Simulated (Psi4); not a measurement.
# HF/3-21G run of C2H5AlO (SMILES [CH3][Al]1[CH2][O]1)

What is the energy change on altering one bond length of C2H5AlO at HF/3-21G? 

Program for the calculation: Psi4 1.11.

**1. The system as given**

The species is C2H5AlO (9 atoms), meant as a singlet with charge 0. As SMILES, `[CH3][Al]1[CH2][O]1`. The shape is that of a PBE0-D4/def2-TZVP optimisation.

Bond lengths: C1–Al2 1.934 Å, Al2–C3 1.883 Å, Al2–O4 1.707 Å, C3–O4 1.488 Å, C1–H5 1.093 Å, C1–H6 1.091 Å, C1–H7 1.094 Å, C3–H8 1.091 Å, C3–H9 1.091 Å. Some angles: C1–Al2–C3 171.7°, C1–Al2–O4 139.6°, C3–Al2–O4 48.7°, Al2–C3–O4 59.5°, Al2–O4–C3 71.8°, Al2–C1–H5 110.3°, Al2–C1–H6 112.2°, Al2–C1–H7 110.1°, Al2–C3–H8 123.8°, Al2–C3–H9 123.8°.

**2. Energy and gradient at HF/3-21G**

input.in

```
memory 2.2 GB

molecule system {
  0 1
  C     -0.670900     1.320200    -1.081500
  Al     0.051300    -0.076700     0.044200
  C      0.678700    -1.280200     1.349300
  O      0.789300    -1.609500    -0.097900
  H      0.039700     1.575000    -1.872100
  H     -0.900200     2.226000    -0.517500
  H     -1.591200     0.976800    -1.562100
  H      0.038500    -1.980500     1.887700
  H      1.653200    -1.197400     1.832800
  symmetry c1
  no_reorient
  no_com
}

set globals {
  basis 3-21G
  reference rhf
  puream true
  e_convergence 1e-09
  d_convergence 1e-08
  scf_type pk
}

e, wfn = gradient("hf", return_wfn=True)
```

Started as:

```
psi4 -n 1 input.in input.out
```

input.out, cut to the lines that bear on the results:

```text
[...]
  Running in c1 symmetry.
[...]
  Nuclear repulsion =  145.500629802387095
[...]
  Multiplicity = 1
[...]
  Nalpha       = 19
  Nbeta        = 19
[...]
    Number of basis functions: 50
[...]
   @RHF iter   1:  -393.09140440936233   -1.01195e+00   1.00278e-02 DIIS/ADIIS
[...]
   @RHF iter  12:  -393.22341239424821   -5.17275e-12   7.47800e-09 DIIS
[...]
    Orbital Energies [Eh]
    ---------------------
    Doubly Occupied:
       1A    -58.072383     2A    -20.395487     3A    -11.179301
       4A    -11.169407     5A     -4.878480     6A     -3.183097
       7A     -3.182665     8A     -3.181073     9A     -1.278008
      10A     -0.951635    11A     -0.838858    12A     -0.586465
      13A     -0.574827    14A     -0.571538    15A     -0.569246
      16A     -0.509269    17A     -0.454673    18A     -0.397800
      19A     -0.328448
[...]
  @RHF Final Energy:  -393.22341239424821
   => Energetics <=
    Nuclear Repulsion Energy =            145.5006298023870954
    One-Electron Energy =                -832.8427662887010001
    Two-Electron Energy =                 294.1187240920656336
    Total Energy =                       -393.2234123942482142
[...]
 Multipole Moments:
 ------------------------------------------------------------------------------------
     Multipole            Electronic (a.u.)      Nuclear  (a.u.)        Total (a.u.)
 ------------------------------------------------------------------------------------
 L = 1.  Multiply by 2.5417464519 to convert [e a0] to [Debye]
 Dipole X            :        -12.5398750           11.8449923           -0.6948826
 Dipole Y            :         24.1692580          -22.7394524            1.4298056
 Dipole Z            :         -2.1829498            2.2053104            0.0223606
 Magnitude           :                                                    1.5898761
[...]
  -Total Gradient:
     Atom            X                  Y                   Z
    ------   -----------------  -----------------  -----------------
       1        0.004666762257    -0.008678092988     0.006088193635
       2        0.007099402222    -0.014330492202     0.009376871810
       3       -0.008543688583     0.014589635869    -0.041900983120
       4       -0.005677660747     0.013244446193     0.021934176302
       5        0.003440333615     0.000131630169    -0.002662455076
       6       -0.000704360412     0.003086443885     0.002956850514
       7       -0.003265611462    -0.002359348629    -0.001151106491
       8       -0.005169845351    -0.006069830407     0.002902907824
       9        0.008154668462     0.000385608109     0.002455544602
[...]
```

Run time: 2.6 s. Hardware: 1 thread of AMD EPYC 7R43 (Zen 3), shared host; peak memory 0.18 GiB.

**3. The distorted shape**

job.json

```json
{
 "schema_name": "qcschema_input",
 "schema_version": 1,
 "molecule": {
  "schema_name": "qcschema_molecule",
  "schema_version": 2,
  "symbols": ["C", "Al", "C", "O", "H", "H", "H", "H", "H"],
  "geometry": [-1.05115827, 1.6389538, -2.57664535, 0.31360194, -1.00080462, -0.44938065, 1.49921611, -3.27509002, 2.01690091, 1.70821982, -3.89737683, -0.71791073, 0.29168112, 2.12045602, -4.07066282, -1.70113146, 4.20653035, -0.97793327, -2.79027322, 0.99002185, -3.48484773, 0.28941345, -4.59846522, 3.03432946, 3.34075422, -3.11862069, 2.93058349],
  "molecular_charge": 0,
  "molecular_multiplicity": 1,
  "fix_symmetry": "c1"
 },
 "driver": "gradient",
 "model": {
  "method": "scf",
  "basis": "3-21G"
 },
 "keywords": {
  "puream": true,
  "e_convergence": 1e-09,
  "d_convergence": 1e-08,
  "scf_type": "pk",
  "scf_properties": ["QUADRUPOLE", "MULLIKEN_CHARGES", "WIBERG_LOWDIN_INDICES"]
 }
}
```

Started as:

```
psi4 --qcschema job.json -n 1 --memory 2200MB
```

stdout, cut to the lines that bear on the results:

```text
[...]
  Running in c1 symmetry.
[...]
  Nuclear repulsion =  143.873077733336231
[...]
  Multiplicity = 1
[...]
  Nalpha       = 19
  Nbeta        = 19
[...]
    Number of basis functions: 50
[...]
   @RHF iter   1:  -392.99704860857344   -1.18596e+00   1.00109e-02 ADIIS/DIIS
[...]
   @RHF iter  12:  -393.13961144716529   -1.07434e-11   8.94137e-09 DIIS
[...]
  @RHF Final Energy:  -393.13961144716529
   => Energetics <=
    Nuclear Repulsion Energy =            143.8730777333362312
    One-Electron Energy =                -829.4650468310261431
    Two-Electron Energy =                 292.4523576505246183
    Total Energy =                       -393.1396114471652936
[...]
 Multipole Moments:
 ------------------------------------------------------------------------------------
     Multipole            Electronic (a.u.)      Nuclear  (a.u.)        Total (a.u.)
 ------------------------------------------------------------------------------------
 L = 1.  Multiply by 2.5417464519 to convert [e a0] to [Debye]
 Dipole X            :          0.9043612           -1.5548945           -0.6505333
 Dipole Y            :         -2.0480870            3.3085794            1.2604924
 Dipole Z            :          0.0712157           -0.1449940           -0.0737783
 Magnitude           :                                                    1.4203795
 L = 2.  Multiply by 1.3450342976 to convert [e a0^2] to [Debye ang]
 Quadrupole XX       :        -78.6208497           56.4297887          -22.1910610
 Quadrupole XY       :         92.9277254          -89.8860461            3.0416793
[...]
  -Total Gradient:
     Atom            X                  Y                   Z
    ------   -----------------  -----------------  -----------------
       1        0.019065574270    -0.066293133840    -0.031093204246
       2        0.007214339704    -0.018403041528     0.001757361299
       3       -0.007742522638     0.013350663722    -0.042337709915
       4       -0.005420991916     0.012816176495     0.024290586919
       5        0.005513951780    -0.009939547336    -0.006957692511
       6       -0.021641798253     0.085971708402     0.054578600565
       7        0.000151103159    -0.012047757299    -0.005796111919
       8       -0.005272244040    -0.005942727098     0.003010238681
       9        0.008132587934     0.000487658481     0.002547931128
[...]
```

The result, in JSON:

```text
{
 "driver": "gradient",
 "model": {
  "method": "scf",
  "basis": "3-21G"
 },
 "success": true,
 "return_result": [0.019065574270350327, -0.06629313383999438, -0.03109320424649606, 0.00721433970413643, -0.018403041528426187, 0.0017573612994710233, -0.007742522637833912, 0.013350663722488665, -0.042337709915481275, -0.005420991915866508, 0.012816176495136916, 0.024290586918721796, 0.0055139517802240134, -0.00993954733587537, -0.0069576925108350285, -0.02164179825344499, 0.08597170840247792, 0.054578600565280994, 0.00015110315912744698, -0.012047757298932288, -0.00579611191945667, -0.0052722440398500214, -0.005942727097700218, 0.0030102386814188364, 0.008132587933701696, 0.00048765848120940064, 0.0025479311278217565],
 "properties": {
  "calcinfo_nbasis": 50,
  "calcinfo_nmo": 50,
  "calcinfo_nalpha": 19,
  "calcinfo_nbeta": 19,
  "calcinfo_natom": 9,
  "nuclear_repulsion_energy": 143.87307773333623,
  "return_energy": -393.1396114471653,
  "return_gradient": [0.019065574270350327, -0.06629313383999438, -0.03109320424649606, 0.00721433970413643, -0.018403041528426187, 0.0017573612994710233, -0.007742522637833912, 0.013350663722488665, -0.042337709915481275, -0.005420991915866508, 0.012816176495136916, 0.024290586918721796, 0.0055139517802240134, -0.00993954733587537, -0.0069576925108350285, -0.02164179825344499, 0.08597170840247792, 0.054578600565280994, 0.00015110315912744698, -0.012047757298932288, -0.00579611191945667, -0.0052722440398500214, -0.005942727097700218, 0.0030102386814188364, 0.008132587933701696, 0.00048765848120940064, 0.0025479311278217565],
  "scf_one_electron_energy": -829.4650468310261,
  "scf_two_electron_energy": 292.4523576505246,
  "scf_dipole_moment": [-0.6505332791164227, 1.2604923777742378, -0.07377829926979285],
  "scf_total_energy": -393.1396114471653,
  "scf_total_gradient": [0.019065574270350327, -0.06629313383999438, -0.03109320424649606, 0.00721433970413643, -0.018403041528426187, 0.0017573612994710233, -0.007742522637833912, 0.013350663722488665, -0.042337709915481275, -0.005420991915866508, 0.012816176495136916, 0.024290586918721796, 0.0055139517802240134, -0.00993954733587537, -0.0069576925108350285, -0.02164179825344499, 0.08597170840247792, 0.054578600565280994, 0.00015110315912744698, -0.012047757298932288, -0.00579611191945667, -0.0052722440398500214, -0.005942727097700218, 0.0030102386814188364, 0.008132587933701696, 0.00048765848120940064, 0.0025479311278217565],
  "scf_iterations": 12
 }
}
```

It took 2.8 s on 1 thread of AMD EPYC 7R43 (Zen 3), shared host; peak memory 0.19 GiB.

**4. Results**

Level: HF/3-21G.

```
                                                         quantity          value
                                        first shape: total energy  -393.22341 Eh
                                       first shape: dipole moment         4.04 D
                                         first shape: HOMO energy       -8.94 eV
                                         first shape: LUMO energy        2.37 eV
                                       first shape: HOMO–LUMO gap       11.31 eV
                            first shape: largest force on an atom     2.323 eV/Å
                                    distorted shape: total energy  -393.13961 Eh
                                   distorted shape: dipole moment         3.61 D
                                     distorted shape: HOMO energy       -8.99 eV
                                     distorted shape: LUMO energy        2.28 eV
                                   distorted shape: HOMO–LUMO gap       11.27 eV
                        distorted shape: largest force on an atom     5.353 eV/Å
energy change with the C1–H6 bond stretched from 1.091 to 1.637 Å       2.280 eV
```

With the C1–H6 bond stretched from 1.091 to 1.637 Å the energy rises by 2.28 eV (53 kcal/mol). The first shape isn't relaxed at this level, so the change isn't measured from a minimum. The largest force (first shape) is 2.32 eV/Å: the shape isn't a stationary point for this species at this level.
